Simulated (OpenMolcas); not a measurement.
# Re⁵⁺ among point charges: CASSCF and CASPT2 levels and susceptibility

How does a field of 8 point charges split the states of Re⁵⁺, and what χT follows?

Method: state-averaged CASSCF and CASPT2, spin-orbit coupling by RASSI with atomic mean-field integrals. Code: OpenMolcas 26.06.

## Step 1: The atom as given

| Property | Result |
| --- | --- |
| Species | Re⁵⁺ (rhenium, Z = 75, 70 electrons) |
| Basis | ANO-RCC-VDZP [7s6p4d2f1g], 68 functions |
| Scalar Hamiltonian | DKH2, point nucleus |
| Inactive shells | 1s 2s 2p 3s 3p 3d 4s 4p 4d 4f 5s 5p |
| Active space | 2 electrons in 5 orbitals (5d) |
| Some configurations of this space | 5d² |
| Orbitals | optimised for each spin and parity, averaged over all roots |

Outer shells as boxes (Hund's rule):

5d2
```
5d [↑ ][↑ ][  ][  ][  ]
```

The ion sits among 8 point charges of -1.2 e arranged as a cube (Oh), 1.8 Å from the ion.

The work runs as a chain of OpenMolcas steps in one folder; each step below is one input file. Labels, J, g values, rates, χT and fits are worked out afterwards by a script from the matrices that RASSI stores. The input lists half of the charges; inversion (Group=XYZ) makes the rest.

## Step 2: Basis and integrals

a.inp reads:

```
&GATEWAY
Coord
1

Re 0.0 0.0 0.0
Basis=ANO-RCC-VDZP
Group=XYZ
NoMove
AngMom=0.0 0.0 0.0
AMFI
XField
4 Angstrom 0
1.039230 1.039230 1.039230 -1.200000
1.039230 1.039230 -1.039230 -1.200000
1.039230 -1.039230 1.039230 -1.200000
1.039230 -1.039230 -1.039230 -1.200000
&SEWARD
```

Command:

```sh
> OMP_NUM_THREADS=1 MOLCAS_MEM=1689 MOLCAS_PROJECT=a pymolcas a.inp > a.log
```

## Step 3: Reference wave functions, triplets of even parity, 10 roots

a.inp reads:

```
&RASSCF
FileOrb=start.orb
Symmetry=1
Spin=3
nActEl=2 0 0
Inactive=15 19
Ras2=5 0
CIRoot=10 10 1
SDav=10
CIMx=300
Iter=120 100
PrWF=0.3
OrbListing=Nothing
MaxOrb=0
>>> COPY $Project.JobIph JOB001
```

start.orb holds the contracted functions of the basis, ordered by shell, or the orbitals of the step before.

## Step 4: CASSCF: singlets of even parity, 15 roots

a.inp reads:

```
&RASSCF
FileOrb=start.orb
Symmetry=1
Spin=1
nActEl=2 0 0
Inactive=15 19
Ras2=5 0
CIRoot=15 15 1
SDav=15
CIMx=300
Iter=120 100
PrWF=0.3
OrbListing=Nothing
MaxOrb=0
>>> COPY $Project.JobIph JOB002
```

## Step 5: RASSI: spin-orbit coupling between the states

a.inp reads:

```
&RASSI
NrOfJobIphs=2 10 15
1 2 3 4 5 6 7 8 9 10
1 2 3 4 5 6 7 8 9 10 11 12 13 14 15
IphNames
JOB001
JOB002
EJob
SpinOrbit
DIPRint=1.0
SOCoupling=1000.0
Subsets=2
Property=9
'ANGMOM' 1 'ANGMOM' 2 'ANGMOM' 3 'MLTPL  1' 1 'MLTPL  1' 2 'MLTPL  1' 3
'AMFI' 1 'AMFI' 2 'AMFI' 3
SOProperty=3
'ANGMOM' 1 'ANGMOM' 2 'ANGMOM' 3
```

## Step 6: CASPT2: IPEA 0.25, imaginary shift 0.1 (closed shells correlated: 5s 5p)

a.inp reads:

```
>>> COPY JOB001 $Project.JobIph
&CASPT2
Multistate=10 1 2 3 4 5 6 7 8 9 10
NoMult
Frozen=14 16
IPEA=0.25
Imaginary=0.1
MaxIter=60
WThr=0.0 0.3 0.05
PrWF=0.5
NoMix
>>> COPY JOB002 $Project.JobIph
&CASPT2
Multistate=15 1 2 3 4 5 6 7 8 9 10 11 12 13 14 15
NoMult
Frozen=14 16
IPEA=0.25
Imaginary=0.1
MaxIter=60
WThr=0.0 0.3 0.05
PrWF=0.5
NoMix
```

(Steps that only read results are left out.)

**Question.** What will these runs give? Wanted: spin-free ground state; first state of the same spin within the active space; lowest level; next level.

As calculated:

| quantity | value |
| --- | --- |
| method | SS-CASPT2, IPEA 0.25, imaginary shift 0.1 (closed shells correlated: 5s 5p) |
| spin-free ground state | 3A2, 1-fold in its orbital part |
| first state of the same spin within the active space | 3T2 at 10200 cm⁻¹ |
| lowest level | 3-fold T2 |
| next level | 5014.6 cm⁻¹ |
| χT at 300 K | 0.08 cm³ K/mol |
| effective moment at 300 K | 0.79 μB |

Cost by method:

| method | time of its own steps | time with the reference |
| --- | --- | --- |
| A. CASSCF | 5.9 s | 5.9 s |
| B. SS-CASPT2, IPEA 0.25, imaginary shift 0.1, +5s 5p | 2.9 s | 8.7 s |

Times are of one thread on a shared host.

What this shows: The spin-free ground state (3A2) comes to 100 % from free-ion F terms and keeps the highest spin of the shell. χT at 300 K is 0.08, against 1.00 cm³ K/mol for the spin alone, so spin-orbit coupling lowers it. CASPT2 does not keep the components of a term degenerate, and the means are used. The field of point charges can differ much from that of real complexes. Point charges carry no covalency, so the field is a model and not that of real ligands.
